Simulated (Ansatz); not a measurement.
Consider an atomisation energy of CH3LiO, SMILES [Li][O]C (Ansatz's Python interface).

`ch3lio.xyz`
```text
6

Li   -1.68530   -0.27310   -1.20670
O    -0.39360   -1.00090   -0.19060
C     0.33580    0.08380    0.24400
H     1.27770   -0.27700    0.88400
H     0.78040    0.62560   -0.63150
H    -0.27300    0.77760    0.85460
```

`tae_ch3lio.py`
```python
"""Energy to split CH3LiO into its atoms."""

from collections import Counter
import logging
import sys

import ansatz as az

logging.basicConfig(stream=sys.stdout, format="[%(levelname)s] %(message)s")
log = logging.getLogger("calc")
log.setLevel(logging.INFO)


def single_point(molecule, charge=0, unpaired=0):
    calc = molecule.calculation().basis(gaussian="def2-SVPD").correlation("ccsd_t")
    if charge:
        calc = calc.charge(charge)
    if unpaired:
        calc = calc.spin("collinear", total=unpaired)
    report = calc.run(threads=1).report
    if report["published_state_doubts"]:
        print("  doubts:", report["published_state_doubts"])
    return report["free_energy_ev"]


def main() -> None:
    mol = az.Crystal.molecule_from_extxyz("ch3lio.xyz")

    # unpaired electrons of the ground-state atoms
    unpaired = {"Li": 1, "O": 2, "C": 2, "H": 1}
    counts = Counter(site.symbol for site in mol.cartesian_sites)
    atom_energy = {s: single_point(az.Crystal.molecule().atom(s, (0, 0, 0)), 0, unpaired[s]) for s in counts}
    whole = single_point(mol, 0, 0)
    for s, e in atom_energy.items():
        log.info(f"{s:2s} x{counts[s]}  {e:14.5f} eV")
    log.info(f"CH3LiO: {whole:.5f} eV")
    split = sum(counts[s] * e for s, e in atom_energy.items()) - whole
    log.info(f"atomisation energy (no zero-point term): {23.060548 * split:.1f} kcal/mol, {split / sum(counts.values()):.3f} eV an atom")


if __name__ == "__main__":
    main()
```

What does it cost to take this molecule apart into atoms?

460.7 kcal/mol from the electronic energies, without the zero-point term.

The output:

```console
$ python tae_ch3lio.py
[INFO] Li x1      -202.12991 eV
[INFO] O  x1     -2036.76277 eV
[INFO] C  x1     -1026.46722 eV
[INFO] H  x3       -13.58606 eV
[INFO] CH3LiO: -3326.09397 eV
[INFO] atomisation energy (no zero-point term): 460.7 kcal/mol, 3.329 eV an atom
```

Total energies depend on the basis set; only differences at equal settings carry meaning. The geometry is a force-field or estimated start, not a minimum of this method, and the basis set is short of its limit. All parts are taken at fixed geometry, without zero-point energy. In double-zeta sets correlated atomisation energies come out some 10 to 15 % low. Wall time of the script: 4.6 s on 1 thread of Arm Neoverse V1 (shared host), peak memory 0.31 GiB.
